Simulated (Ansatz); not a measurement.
**Cl₂FHSTi: how energies converge with the basis set**

How large a basis does Cl₂FHSTi need? Two functionals are run in growing sets.

Method: one geometry, several basis sets; program: Ansatz 0.2.0, Gaussian basis.

Plan: PBE0-D4/def2-SVP; ωB97M-V/def2-SVP; PBE0-D4/def2-QZVPP; ωB97M-V/def2-QZVPP; the functionals' def2-TZVPP values are taken from earlier runs.

### 1 The geometry

All runs share one geometry, relaxed beforehand with PBE0-D4 in a triple-zeta def2 set.

SMILES `[F][Ti]([SH])([Cl])[Cl]`, 6 atoms, charge 0, spin multiplicity 1.

Atoms are counted from 1 here; the program's logs count them from 0.

Bond lengths: F1–Ti2 1.736 Å, Ti2–S3 2.261 Å, Ti2–Cl4 2.171 Å, Ti2–Cl5 2.177 Å, S3–H6 1.349 Å. Angles: F1–Ti2–S3 107.5°, F1–Ti2–Cl4 113.0°, F1–Ti2–Cl5 109.5°, S3–Ti2–Cl4 106.9°, S3–Ti2–Cl5 109.7°, Cl4–Ti2–Cl5 110.0°, Ti2–S3–H6 89.8°.

### 2 PBE0-D4 in def2-SVP

in.yaml

```yaml
crystal:
  periodic: [false, false, false]
  atoms:
    - {symbol: F, position_ang: [-1.566384, 0.055914, 0.864991]}
    - {symbol: Ti, position_ang: [-0.316758, 0.049583, -0.339826]}
    - {symbol: S, position_ang: [1.590144, -0.640680, 0.660734]}
    - {symbol: Cl, position_ang: [-0.711528, -1.332399, -1.966342]}
    - {symbol: Cl, position_ang: [-0.049441, 2.063238, -1.122329]}
    - {symbol: H, position_ang: [1.096166, -0.259655, 1.856473]}
basis:
  gaussian: {orbitals: def2-SVP}
hamiltonian: {xc: pbe0, dispersion: d4}
output: {orbitals: {seedname: orbitals}}
```

Further steps of the session: ωB97M-V in def2-SVP; PBE0-D4 in def2-QZVPP; ωB97M-V in def2-QZVPP.

**Question.** What will the summary of the whole plan be? Wanted: PBE0-D4: double and triple zeta above quadruple; ωB97M-V: double and triple zeta above quadruple.

The runs gave:

| quantity | value |
| --- | --- |
| PBE0-D4: double and triple zeta above quadruple | 20.61, 1.65 eV |
| ωB97M-V: double and triple zeta above quadruple | 20.44, 1.55 eV |

In words: PBE0-D4 gains 18.96 eV from double to triple zeta, then 1.65 eV more. Total energies overstate the basis error of differences, where much of it tends to cancel.
